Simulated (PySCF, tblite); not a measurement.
# C5H8AsSi radical: geometry, infrared bands and EPR parameters

Aim: predict the infrared bands and EPR parameters of C5H8AsSi radical (`C#C[C@@H]1CC[SiH][AsH]1`).

The runs use tblite 0.8.0 and PySCF 2.14.0, with density-fitted response routines of our own; the level of theory stands in each step. All values are computed, except where a source is named. Atoms count from 0, in the outputs and in this text.

## 1. The molecule as given

15 atoms, charge 0, multiplicity 2; geometry from: force field or distance geometry start.

Bonds of the start (Å): C0–C1 1.22, C1–C2 1.43, C2–C3 1.53, C3–C4 1.52, C4–Si5 1.88, Si5–As6 2.37, As6–C2 2.00, C0–H7 1.07, C2–H8 1.11, C3–H9 1.12, C3–H10 1.09, C4–H11 1.11, C4–H12 1.10, Si5–H13 1.49, As6–H14 1.59.

## 2. Relaxing the molecule with GFN2-xTB

What the job is given:

```
{"job": {"kind": "relax", "xc": "GFN2-xTB", "basis": "xTB"}, "charge": 0, "multiplicity": 2}
C      3.168200    -0.502400     0.426900
C      1.950200    -0.488400     0.380000
C      0.524000    -0.512300     0.342200
C     -0.063700     0.114300    -0.923600
C     -1.563400    -0.157600    -0.898700
Si    -2.266900     0.829100     0.541800
As    -0.186400     0.800800     1.673600
H      4.235900    -0.516800     0.460200
H      0.057100    -1.480500     0.608700
H      0.096600     1.215500    -0.813100
H      0.409100    -0.267800    -1.828800
H     -1.730600    -1.244800    -0.725900
H     -2.030300     0.195800    -1.827100
H     -3.081900    -0.161600     1.290900
H      0.477600     2.184800     1.271100
```

Launch:

```console
$ OMP_NUM_THREADS=1 python probes_run.py task.json out
```

One launch serves the whole session: the jobs run in the order shown.

**Question.** This job is followed by: GFN2-xTB harmonic vibrations, gas phase; UKS B3LYP, def2-TZVP-core on As, pcH-1 on C H Si, non-relativistic, mean-field spin-orbit, GIAO. Predict these results of the whole session: strongest single infrared mode (GFN2-xTB); zero-point energy (GFN2-xTB); g(iso) (B3LYP); ⟨S²⟩; largest a(iso); surface potential, 1st and 99th percentile.

**Answer**, as computed:

```
                                 quantity                    value
strongest single infrared mode (GFN2-xTB)    1831 cm⁻¹, 640 km/mol
             zero-point energy (GFN2-xTB)            66.4 kcal/mol
                           g(iso) (B3LYP)                  2.00392
                                     ⟨S²⟩       0.752 (exact 0.75)
                           largest a(iso)  29Si on Si5, -469.0 MHz
    surface potential, 1st and 99th percentile       -0.77 V and 1.25 V
```

**Reading.** The optimisation took 73 steps and gained 0.667 eV; among the close pairs (by a distance rule), As6–H14 changed most, from 1.587 to 1.514 Å. All 39 modes are real, so the xTB geometry is a minimum. The strongest single mode, at 1831 cm⁻¹, moves mainly H14. GFN2-xTB is a fitted tight-binding method: band positions and strengths are rough. Its intensities can rank the bands wrongly. Most of the unpaired spin sits on Si5 (0.88 e). The isotropic g lies 1.6 ppt above the free-electron value. The hyperfine terms hold no scalar relativity, which the heavier nuclei need.
